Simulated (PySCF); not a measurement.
# C₆H₅NOSi: electronic excitations

What electronic excitations should C₆H₅NOSi (`C#C/C=C\[Si@@H](C#N)C=O`) show?

Programs: PySCF 2.14.0, with density-fitted response routines of our own. Each step states its level of theory. These are calculated values for one molecule in the gas phase, unless marked as measured. Atoms are numbered from 0 throughout.

### 1 The molecule as given

14 atoms, charge 0, multiplicity 1; geometry from: GFN2-xTB.

Bonds of the start (Å): C0–C1 1.20, C1–C2 1.41, C2–C3 1.34, C3–Si4 1.88, Si4–C5 1.87, C5–N6 1.15, Si4–C7 1.93, C7–O8 1.20, C0–H9 1.05, C2–H10 1.08, C3–H11 1.08, Si4–H12 1.46, C7–H13 1.11.

### 2 Ultraviolet spectrum: PBE0/def2-SVPD

The job: settings as JSON, then the geometry in Å.

```
{"job": {"kind": "uv", "xc": "PBE0", "basis": "def2-SVPD", "nstates": 8, "ntriplets": 3}, "charge": 0, "multiplicity": 1}
C     -2.027120     1.308632     0.811356
C     -1.739825     0.183287     0.501420
C     -1.430483    -1.143265     0.146900
C     -0.253859    -1.515960    -0.371690
Si     1.183587    -0.348760    -0.703180
C      0.541165     1.183847    -1.561906
N      0.156652     2.120700    -2.097143
C      1.846694     0.303669     0.985019
O      2.949074     0.070864     1.405524
H     -2.270937     2.295141     1.072662
H     -2.225175    -1.861357     0.318282
H     -0.116535    -2.562401    -0.612675
H      2.243394    -0.942674    -1.513571
H      1.142692     0.907804     1.596835
```

Method: TDDFT PBE0/def2-SVPD, vertical, gas phase, core orbitals frozen in the response.

Launch:

```bash
OMP_NUM_THREADS=1 python probes_run.py task.json out
```

This one command runs all jobs of the session in turn.

Predict these results of the whole session: lowest singlet (PBE0/def2-SVPD); brightest single state of those computed; lowest triplet.

The runs gave:

```
                                quantity                        value
         lowest singlet (PBE0/def2-SVPD)  3.15 eV (394 nm), f = 0.006
brightest single state of those computed  state 5, 5.31 eV, f = 0.103
                          lowest triplet                      2.44 eV
```

What this shows: The first singlet state (HOMO→LUMO 0.56, HOMO→LUMO+1 0.34) lies at 3.15 eV and is weak; of the 8 states computed, the strongest absorption comes from state 5 at 5.31 eV. The lowest triplet lies 0.70 eV below the lowest singlet (triplets in Tamm-Dancoff, singlets in full TDDFT).
